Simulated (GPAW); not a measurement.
# TbO (Pm-3m) in GPAW: single point with r2SCAN+U

Aim: the single point of TbO with r2SCAN+U.

Everything below comes from runs of GPAW 26.7.0. Logs are shortened: lines on timing, memory, paths and dates and some standing lists are left out, and cuts for length are marked. The log counts tension as positive stress, the text compression.

### 1 The structure

It takes space group Pm-3m (No. 221, cubic). Conventional cell: a = 2.784 Å, b = 2.784 Å, c = 2.784 Å, α = 90.00°, β = 90.00°, γ = 90.00°. Tb (site symmetry m-3m) has 8 O at 2.41 Å as nearest neighbours. Around O (site symmetry m-3m) lie 8 Tb at 2.41 Å.

The cell comes from a database or a generator and needn't be the stable form of this composition.

### 2 Single point, r2SCAN+U, collinear spin, ferromagnetic start

run.py reads:

```python
from ase import Atoms
from ase.dft.bandgap import bandgap
from ase.io import write
from ase.units import GPa
from gpaw import GPAW, PW

atoms = Atoms(['Tb', 'O'],
              cell=[[2.78383805, 0.0, 0.0],
                    [0.0, 2.78383805, 0.0],
                    [0.0, 0.0, 2.78383805]],
              scaled_positions=[[0.0, 0.0, 0.0],
                                [0.5, 0.5, 0.5]],
              pbc=True)
atoms.set_initial_magnetic_moments([6.0, 0.0])

calc = GPAW(mode=PW(800),
            xc='MGGA_X_R2SCAN+MGGA_C_R2SCAN',
            kpts={'size': (7, 7, 7), 'gamma': True},
            occupations={'name': 'methfessel-paxton', 'order': 0, 'width': 0.05},
            setups={'Tb': ':f,3.0'},
            nbands=26,
            convergence={'density': 1e-05, 'energy': 1e-05},
            maxiter=150,
            txt='gpaw.txt')
atoms.calc = calc
energy = atoms.get_potential_energy()
forces = atoms.get_forces()
stress = atoms.get_stress()
calc.write('gs.gpw')
write('result.traj', atoms)
print(f'Energy: {energy:.6f} eV')
print('Forces (eV/A):')
print(forces.round(4))
print('Stress (GPa):', (stress / GPa).round(3))
print('Moments:', calc.get_magnetic_moments().round(3))
print('Fermi level:', round(calc.get_fermi_level(), 4), 'eV')
print(f'Gap: {bandgap(calc)[0]:.4f} eV, direct: {bandgap(calc, direct=True)[0]:.4f} eV')
```

Potentials or basis: GPAW PAW data sets (gpaw-data 1.2.1), pw.

Command:

```
$ OMP_NUM_THREADS=1 python run.py
```

gpaw.txt:

```text
__  _  _
 | _ |_)|_||  |
 |__||  | ||/\| - 26.7.0

Input parameters:
  mode=PW(ecut=800.0),
  convergence={'density': 1e-05, 'energy': 1e-05},
  kpts=MonkhorstPack(size=(7, 7, 7), gamma=True),
  maxiter=150,
  nbands=26,
  occupations=Occupations(name='methfessel-paxton', order=0, width=0.05),
  setups={'Tb': ':f,3.0'},
  xc=XC(name='MGGA_X_R2SCAN+MGGA_C_R2SCAN')

Diagonalizing LCAO Hamiltonian
Converting LCAO to pw mode
   .------.
  /|      |
 * |      |
 | .-O----.
 |/      /
 Tb-----*

Atoms  # Å, Bohr magnetons
|   | symbol |        x |        y |        z |    initial magnetic moments |
|---|--------|----------|----------|----------|-----------------------------|
| 0 |     Tb | 0.000000 | 0.000000 | 0.000000 | ( 0.0000,  0.0000,  6.0000) |
| 1 |      O | 1.391919 | 1.391919 | 1.391919 | ( 0.0000,  0.0000,  0.0000) |

Unit cell  # Å
| periodic |        x |        y |        z |  lengths |    angles |
|----------|----------|----------|----------|----------|-----------|
|      yes | 2.783838 | 0.000000 | 0.000000 | 2.783838 | 90.000000 |
|      yes | 0.000000 | 2.783838 | 0.000000 | 2.783838 | 90.000000 |
|      yes | 0.000000 | 0.000000 | 2.783838 | 2.783838 | 90.000000 |

Number of symmetries: 48
Symmetry operations  # r_c * U_cc + t_c -> r_c
|    | kind |            matrix            |
|----|------|------------------------------|
|  0 |  E   |  1, 0, 0,  0, 1, 0,  0, 0, 1 |
|  1 |  σ   |  1, 0, 0,  0, 1, 0,  0, 0,-1 |
|  2 |  σ   |  1, 0, 0,  0, 0, 1,  0, 1, 0 |
|  3 |  C4  |  1, 0, 0,  0, 0, 1,  0,-1, 0 |
|  4 |  C4  |  1, 0, 0,  0, 0,-1,  0, 1, 0 |
|  5 |  σ   |  1, 0, 0,  0, 0,-1,  0,-1, 0 |
|  6 |  σ   |  1, 0, 0,  0,-1, 0,  0, 0, 1 |
|  7 |  C2  |  1, 0, 0,  0,-1, 0,  0, 0,-1 |
|  8 |  σ   |  0, 1, 0,  1, 0, 0,  0, 0, 1 |
|  9 |  C2  |  0, 1, 0,  1, 0, 0,  0, 0,-1 |
| 10 |  C3  |  0, 1, 0,  0, 0, 1,  1, 0, 0 |
| 11 |  S6  |  0, 1, 0,  0, 0, 1, -1, 0, 0 |
| 12 |  S6  |  0, 1, 0,  0, 0,-1,  1, 0, 0 |
| 13 |  C3  |  0, 1, 0,  0, 0,-1, -1, 0, 0 |
| 14 |  C4  |  0, 1, 0, -1, 0, 0,  0, 0, 1 |
| 15 |  S4  |  0, 1, 0, -1, 0, 0,  0, 0,-1 |
| 16 |  C3  |  0, 0, 1,  1, 0, 0,  0, 1, 0 |
| 17 |  S6  |  0, 0, 1,  1, 0, 0,  0,-1, 0 |
| 18 |  σ   |  0, 0, 1,  0, 1, 0,  1, 0, 0 |
| 19 |  C4  |  0, 0, 1,  0, 1, 0, -1, 0, 0 |
| 20 |  C2  |  0, 0, 1,  0,-1, 0,  1, 0, 0 |
| 21 |  S4  |  0, 0, 1,  0,-1, 0, -1, 0, 0 |
| 22 |  S6  |  0, 0, 1, -1, 0, 0,  0, 1, 0 |
| 23 |  C3  |  0, 0, 1, -1, 0, 0,  0,-1, 0 |
| 24 |  S6  |  0, 0,-1,  1, 0, 0,  0, 1, 0 |
| 25 |  C3  |  0, 0,-1,  1, 0, 0,  0,-1, 0 |
| 26 |  C4  |  0, 0,-1,  0, 1, 0,  1, 0, 0 |
| 27 |  σ   |  0, 0,-1,  0, 1, 0, -1, 0, 0 |
| 28 |  S4  |  0, 0,-1,  0,-1, 0,  1, 0, 0 |
| 29 |  C2  |  0, 0,-1,  0,-1, 0, -1, 0, 0 |
| 30 |  C3  |  0, 0,-1, -1, 0, 0,  0, 1, 0 |
| 31 |  S6  |  0, 0,-1, -1, 0, 0,  0,-1, 0 |
| 32 |  C4  |  0,-1, 0,  1, 0, 0,  0, 0, 1 |
| 33 |  S4  |  0,-1, 0,  1, 0, 0,  0, 0,-1 |
| 34 |  S6  |  0,-1, 0,  0, 0, 1,  1, 0, 0 |
| 35 |  C3  |  0,-1, 0,  0, 0, 1, -1, 0, 0 |
| 36 |  C3  |  0,-1, 0,  0, 0,-1,  1, 0, 0 |
| 37 |  S6  |  0,-1, 0,  0, 0,-1, -1, 0, 0 |
| 38 |  σ   |  0,-1, 0, -1, 0, 0,  0, 0, 1 |
| 39 |  C2  |  0,-1, 0, -1, 0, 0,  0, 0,-1 |
| 40 |  σ   | -1, 0, 0,  0, 1, 0,  0, 0, 1 |
| 41 |  C2  | -1, 0, 0,  0, 1, 0,  0, 0,-1 |
| 42 |  C2  | -1, 0, 0,  0, 0, 1,  0, 1, 0 |
| 43 |  S4  | -1, 0, 0,  0, 0, 1,  0,-1, 0 |
| 44 |  S4  | -1, 0, 0,  0, 0,-1,  0, 1, 0 |
| 45 |  C2  | -1, 0, 0,  0, 0,-1,  0,-1, 0 |
| 46 |  C2  | -1, 0, 0,  0,-1, 0,  0, 0, 1 |
| 47 |  i   | -1, 0, 0,  0,-1, 0,  0, 0,-1 |

BZ-sampling:
  Number of BZ points: 343
  Number of IBZ points: 20

  Monkhorst-Pack size: [7, 7, 7]
  Monkhorst-Pack shift: [0, 0, 0]

K-points  # in reciprocal-cell coordinates
|     |                                coordinates |     weight |
|-----|--------------------------------------------|------------|
|   0 | (  0.00000000,   0.00000000,   0.00000000) | 0.00291545 |
|   1 | (  0.14285714,   0.00000000,   0.00000000) | 0.01749271 |
|   2 | (  0.14285714,   0.14285714,   0.00000000) | 0.03498542 |
|   3 | (  0.14285714,   0.14285714,   0.14285714) | 0.02332362 |
|   4 | (  0.28571429,   0.00000000,   0.00000000) | 0.01749271 |
|   5 | (  0.28571429,   0.14285714,   0.00000000) | 0.06997085 |
|   6 | (  0.28571429,   0.14285714,   0.14285714) | 0.06997085 |
|   7 | (  0.28571429,   0.28571429,   0.00000000) | 0.03498542 |
|   8 | (  0.28571429,   0.28571429,   0.14285714) | 0.06997085 |
|   9 | (  0.28571429,   0.28571429,   0.28571429) | 0.02332362 |
| ... |                                            |            |
|  19 | (  0.42857143,   0.42857143,   0.42857143) | 0.02332362 |

Plane wave coefficients: 1141
Cutoff: 800.0 eV

Spin-components: 2 (collinear spins)
Bands:           26
Projectors:      13
Spin-degeneracy: 1
Datatype:        complex128

Parallelization:
  kpt:    1
  domain: 1
  band:   1

Density:
  Valence electrons: 25.0
  Components: 2
  Grid points: [20 20 20]
  Charge: 0.0  # |e|

Potential:
  Grid points: [20 20 20]

species:
  Tb:
    name:    Terbium
    Z:       65.0
    valence: 19
    core:    46
    charge:  0.0  # [|e|]
    Hubbard: {U: 3.0,  # eV
              l: 3,
              scale: True}
    compensation charges:
      type: gauss
      rc: 0.35  # [Å]
      lmax: 2
    cutoffs:
      filter: 1.17  # [Å]
      core: 1.82  # [Å]
    projectors
    | kind |    occ | energy [eV] | rcut [Å] |
    |------|--------|-------------|----------|
    |   5s |  2.000 |     -47.485 |    1.164 |
    |   6s |  2.000 |      -3.705 |    1.164 |
    |   5p |  6.000 |     -24.831 |    1.164 |
    |   6p |  0.000 |      -1.172 |    1.164 |
    |   5d |  0.000 |      -1.301 |    1.164 |
    |   4f |  9.000 |      -3.024 |    1.164 |
    |    d |        |      25.911 |    1.164 |
    |    f |        |      24.187 |    1.164 |

    Using partial waves for Tb as LCAO basis

  O:
    name:    Oxygen
    Z:       8.0
    valence: 6
    core:    2
    charge:  0.0  # [|e|]
    compensation charges:
      type: gauss
      rc: 0.21  # [Å]
      lmax: 2
    cutoffs:
      filter: 1.17  # [Å]
      core: 0.83  # [Å]
    projectors
    | kind |    occ | energy [eV] | rcut [Å] |
    |------|--------|-------------|----------|
    |   2s |  2.000 |     -23.961 |    0.688 |
    |   2p |  4.000 |      -9.029 |    0.598 |
    |    s |        |       3.251 |    0.688 |
    |    p |        |      18.182 |    0.598 |
    |    d |        |       0.000 |    0.619 |

    Using partial waves for O as LCAO basis

Reference energy: -320656.098918  # eV

eigensolver:
  PPCG
  Converge bands: occupied
  niter=2

density mixing:
  MSR1-Mixer
  Pratt-step length: 0.05
  Maximum mixing coefficient: 0.75
  Old densities: 10
  SVD Regularization: 0.005
  Good broyden scale: 1.0
  Trust region scale: 1.0
  Backstep threshold: 4.0
  History deletion threshold: 6.0
  Fourier metric: weight=20.0, sigma=0.015

occupation numbers:
  Methfessel-Paxton:
    width: 0.0500  # eV
    order: 0

poisson solver:
  ecut: 6400.0  # eV

xc functional:
  name: MGGA_X_R2SCAN+MGGA_C_R2SCAN with 2 nearest neighbor stencil

convergence criteria:
- Maximum integral of absolute [dens]ity change: 1e-05 electrons / valence electron
- Maximum [total energy] change in last 3 cyles: 1e-05 eV / valence electron
- Maximum integral of absolute [eigenst]ate change: 4e-08 eV^2 / valence electron
maximum number of iterations: 150

SCF iterations
|iter     | |      energy | eigst |  dens |  magmom |
|---------|-|-------------|-------|-------|---------|
|iter:   1| |  -37.798409 | -0.25 |       |  +5.8319|
|iter:   2| |  -29.848307 | -1.73 | -1.07 |  +5.8516|
|iter:   3| |  -29.973135 | -1.58 | -1.05 |  +5.8172|
|iter:   4| |  -30.612539 | -2.39 | -1.00 |  +5.8776|
|iter:   5| |  -29.905092 | -1.57 | -0.94 |  +6.0114|
|iter:   6| |  -30.088917 | -2.98 | -1.44 |  +6.0860|
|iter:   7| |  -30.154988 | -2.90 | -1.55 |  +6.1318|
|iter:   8| |  -30.152176 | -3.56 | -1.96 |  +6.1621|
|iter:   9| |  -30.150817 | -3.98 | -2.29 |  +6.1974|
|iter:  10| |  -30.151138 | -5.29 | -2.82 |  +6.2245|
|iter:  11| |  -30.151156 | -6.13 | -3.39 |  +6.2231|
|iter:  12| |  -30.151156c| -6.52 | -3.86 |  +6.2241|
|iter:  13| |  -30.151154c| -7.19 | -4.41 |  +6.2247|
|iter:  14| |  -30.151155c| -8.29c| -4.54 |  +6.2246|
|iter:  15| |  -30.151155c| -7.59c| -5.03c|  +6.2245|

Converged in 15 steps
Energy contributions relative to reference atoms: (reference = -320656.098918)

Energy contributions:
  Kinetic:         -50.136869
  Coulomb:          49.712001
  Zero:              1.583085
  External:          0.000000
  Xc:              -31.305720
  Entropy:          -0.007304
  Spinorbit:         0.000000
  ----------------------------
  Free energy:     -30.154807
  Extrapolated:    -30.151155

dipole moment: (-15.220472, -15.220472, -15.220472)  # |e|*Ang

Total magnetic moment: (0.000000, 0.000000, 6.224504)

Local magnetic moments
|        x |        y |         z |
|----------|----------|-----------|
| 0.000000 | 0.000000 |  6.066286 |  # Tb   0
| 0.000000 | 0.000000 | -0.004871 |  # O    1

Fermi level: 17.675
Eigenvalues  # (at kpt = [0.000, 0.000, 0.000])
| band index |      eig [eV] | occ [0-1] |      eig [eV] | occ [0-1] |
|------------|---------------|-----------|---------------|-----------|
|          0 |       -31.886 |     1.000 |       -28.718 |     1.000 |
|        ... |               |           |               |           |
|          6 |         9.422 |     1.000 |        12.637 |     1.000 |
|          7 |         9.422 |     1.000 |        12.637 |     1.000 |
|          8 |         9.487 |     1.000 |        15.247 |     1.000 |
|          9 |         9.738 |     1.000 |        15.247 |     1.000 |
|         10 |         9.738 |     1.000 |        18.345 |     0.000 |
|         11 |         9.738 |     1.000 |        18.345 |     0.000 |
|         12 |        12.972 |     1.000 |        18.345 |     0.000 |
|         13 |        12.972 |     1.000 |        18.784 |     0.000 |
|         14 |        12.972 |     1.000 |        18.784 |     0.000 |
|         15 |        14.333 |     1.000 |        18.784 |     0.000 |
|         16 |        14.333 |     1.000 |        19.393 |     0.000 |
|         17 |        20.916 |     0.000 |        22.077 |     0.000 |
|         18 |        25.483 |     0.000 |        26.871 |     0.000 |
|         19 |        25.483 |     0.000 |        26.871 |     0.000 |
|         20 |        25.483 |     0.000 |        26.871 |     0.000 |
|        ... |               |           |               |           |
|         25 |        40.229 |     0.000 |        41.978 |     0.000 |

No gap
No difference between direct/indirect transitions

Forces  # eV/Ang
|        x |        y |       z |
|----------|----------|---------|
|  0.00000 |  0.00000 | 0.00000 |  # Tb   0
| -0.00000 | -0.00000 | 0.00000 |  # O    1

Stress tensor  # eV/Ang^3
|         x |         y |         z |
|-----------|-----------|-----------|
| -0.274629 |  0.000000 |  0.000000 |
|  0.000000 | -0.274629 |  0.000000 |
|  0.000000 |  0.000000 | -0.274629 |

# Writing to gs.gpw (mode='')
```

It took 63 s on 1 thread of Arm Neoverse V2, shared host; peak memory 0.96 GiB.

Results:

| Property | Result |
| --- | --- |
| Free energy | -30.1548 eV |
| Pressure | 44.0 GPa |
| Band gap on the k mesh | none (metal or under the smearing width) |
| Net moment | 6.22 μB per cell |
| Site moments | Tb +6.07; O -0.00 μB |

Levels at points of the mesh, in eV from the Fermi level:
Spin up:
```
           k point  band 13  band 14  band 15  band 16  band 17  band 18  band 19  band 20
(0.00, 0.00, 0.00)    -4.70    -4.70    -4.70    -3.34    -3.34     3.24     7.81     7.81
```
Spin down:
```tsv
k point	band 6	band 7	band 8	band 9	band 10	band 11	band 12	band 13	band 14	band 15
(0.00, 0.00, 0.00)	-5.04	-5.04	-5.04	-2.43	-2.43	0.67	0.67	0.67	1.11	1.11
```

Caveat: one-centre terms of the f shell are cut off; the magnetic or orbital state may not be the lowest; a pressure of tens of GPa on the cell as given is suspect, and the run, the potentials or the cell itself is likely at fault; the PAW data sets were made with another functional, which shifts forces and pressure a little; spin-orbit coupling is left out, which moves the levels of the heavy elements.
